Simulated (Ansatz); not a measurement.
# C₂H₆F₂Sn: small, medium and large basis sets

An exercise on one series of results from a longer session: the logs are not shown, and one member is left open.

The runs use Ansatz 0.2.0, Gaussian basis; one geometry, several basis sets.

Plan: PBE0-D4/def2-SVP; ωB97M-V/def2-SVP; PBE0-D4/def2-QZVPP; ωB97M-V/def2-QZVPP; the functionals' def2-TZVPP values are taken from earlier runs.

**The relaxed structure**

An earlier PBE0-D4 in a triple-zeta def2 set relaxation fixed the geometry. Sn takes the def2 core potential; no spin-orbit term is included.

SMILES `[CH3][Sn]([CH3])([F])[F]`, 11 atoms, charge 0, spin multiplicity 1.

Atoms are counted from 1 here; the program's logs count them from 0.

Bond lengths: C1–Sn2 2.114 Å, C1–H6 1.090 Å, C1–H7 1.090 Å, C1–H8 1.089 Å, Sn2–C3 2.114 Å, Sn2–F4 1.922 Å, Sn2–F5 1.922 Å, C3–H9 1.089 Å, C3–H10 1.090 Å, C3–H11 1.090 Å. Angles: Sn2–C1–H6 110.0°, Sn2–C1–H7 110.0°, Sn2–C1–H8 107.8°, H6–C1–H7 109.8°, H6–C1–H8 109.6°, H7–C1–H8 109.6°, C1–Sn2–C3 127.1°, C1–Sn2–F4 106.1°, C1–Sn2–F5 106.1°, C3–Sn2–F4 106.1°, C3–Sn2–F5 106.1°, F4–Sn2–F5 102.8°, Sn2–C3–H9 107.8°, Sn2–C3–H10 110.0°, Sn2–C3–H11 110.0°, H9–C3–H10 109.6°, H9–C3–H11 109.6°, H10–C3–H11 109.8°.

As a file:

```mol
C2H6F2Sn
  3D, bonds by distance, orders not assigned

 11 10  0  0  0  0  0  0  0  0999 V2000
   -1.8237    0.5308    0.3219 C   0  0
    0.0700    0.1274   -0.5271 Sn  0  0
    1.7441   -0.7307    0.4379 C   0  0
   -0.2610   -0.9520   -2.0826 F   0  0
    0.6809    1.7858   -1.2825 F   0  0
   -2.2771   -0.3938    0.6776 H   0  0
   -1.7192    1.2324    1.1489 H   0  0
   -2.4495    0.9704   -0.4540 H   0  0
    2.5520   -0.7933   -0.2902 H   0  0
    1.4960   -1.7292    0.7961 H   0  0
    2.0531   -0.1048    1.2744 H   0  0
  1  2  8  0
  2  3  8  0
  2  4  8  0
  2  5  8  0
  1  6  8  0
  1  7  8  0
  1  8  8  0
  3  9  8  0
  3 10  8  0
  3 11  8  0
M  END
```

Set-up of the first run:

File in.yaml:

```yaml
crystal:
  periodic: [false, false, false]
  atoms:
    - {symbol: C, position_ang: [-1.823714, 0.530810, 0.321899]}
    - {symbol: Sn, position_ang: [0.070017, 0.127364, -0.527110]}
    - {symbol: C, position_ang: [1.744059, -0.730660, 0.437867]}
    - {symbol: F, position_ang: [-0.261004, -0.951999, -2.082629]}
    - {symbol: F, position_ang: [0.680898, 1.785832, -1.282455]}
    - {symbol: H, position_ang: [-2.277111, -0.393828, 0.677583]}
    - {symbol: H, position_ang: [-1.719185, 1.232359, 1.148906]}
    - {symbol: H, position_ang: [-2.449478, 0.970375, -0.453981]}
    - {symbol: H, position_ang: [2.551973, -0.793316, -0.290237]}
    - {symbol: H, position_ang: [1.495991, -1.729237, 0.796116]}
    - {symbol: H, position_ang: [2.053055, -0.104801, 1.274442]}
basis:
  gaussian: {orbitals: def2-SVP}
hamiltonian: {xc: pbe0, dispersion: d4}
output: {orbitals: {seedname: orbitals}}
```

Steps of the session up to this table: PBE0-D4 in def2-SVP; ωB97M-V in def2-SVP; PBE0-D4 in def2-QZVPP; ωB97M-V in def2-QZVPP.

One of the session's tables, all rows but one given; the rest of the session is left out.

It belongs to the step «Functionals by basis». 

| functional | basis | HOMO (eV) |
| --- | --- | --- |
| PBE0-D4 | def2-SVP | -8.64 |
| PBE0-D4 | def2-TZVPP | ? |
| PBE0-D4 | def2-QZVPP | -8.73 |
| ωB97M-V | def2-SVP | -10.80 |
| ωB97M-V | def2-TZVPP | -10.89 |
| ωB97M-V | def2-QZVPP | -10.90 |

Estimate the missing values for PBE0-D4, def2-TZVPP.

The run gave: HOMO (eV): -8.72. In the column «HOMO (eV)» it lies between PBE0-D4, def2-QZVPP (-8.73) and PBE0-D4, def2-SVP (-8.64).
